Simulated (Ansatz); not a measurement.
Working through a comparison of dispersion corrections of CH₅FN₂Si, SMILES N=C[SiH](N)F

With Ansatz 0.2.0 through its Python package.

Notebook, run cell by cell (the value of a cell's last expression is shown):

**Cell 1**
```python
import ansatz as az

BASIS = "def2-SVP"
```

**Cell 2**
```python
geometry_ang = [
    ("N", (0.3449, 1.7647, 1.3376)),
    ("C", (0.3933, 0.5153, 1.2816)),
    ("Si", (-0.4598, -0.5713, -0.0233)),
    ("N", (0.6738, -0.9293, -1.3212)),
    ("F", (-1.6194, 0.2475, -0.7066)),
    ("H", (-0.3073, 2.1824, 0.5703)),
    ("H", (1.0329, -0.0022, 2.0404)),
    ("H", (-0.91, -1.8327, 0.517)),
    ("H", (0.9038, -0.0415, -1.6851)),
    ("H", (0.0309, -1.3842, -2.0078)),
]
molecule = az.Crystal.molecule()
for symbol, xyz in geometry_ang:
    molecule = molecule.atom(symbol, xyz)

model = molecule.calculation().basis(gaussian=BASIS)
for name in ["b3lyp", "revpbe"]:
    for correction in ("d3bj", "d4"):
        rep = model.functional(name, dispersion=correction).run().report
        print(f"{name:8s} {correction:5s} total {rep['free_energy_ev']:.5f} eV, of which dispersion {1000 * rep['dispersion']['energy']['ev']:.2f} meV")
```
Output:
```text
b3lyp    d3bj  total -14687.29064 eV, of which dispersion -359.58 meV
b3lyp    d4    total -14687.24882 eV, of which dispersion -317.77 meV
revpbe   d3bj  total -14683.04333 eV, of which dispersion -512.98 meV
revpbe   d4    total -14683.14793 eV, of which dispersion -617.58 meV
```

Reading the output:
- These settings explore the input space; basis and method may be short of convergence.
- The geometry is a force-field or estimated start, not a minimum of this method, and the basis set is short of its limit. D4 holds the three-body term, and d3bj doesn't.
- b3lyp holds the VWN-RPA fit, as in Gaussian; the form of ORCA and Turbomole is b3lyp5.
- Hardware and time: 11 s on 1 thread of Arm Neoverse V1, with other jobs on the host, peak memory 0.24 GiB.
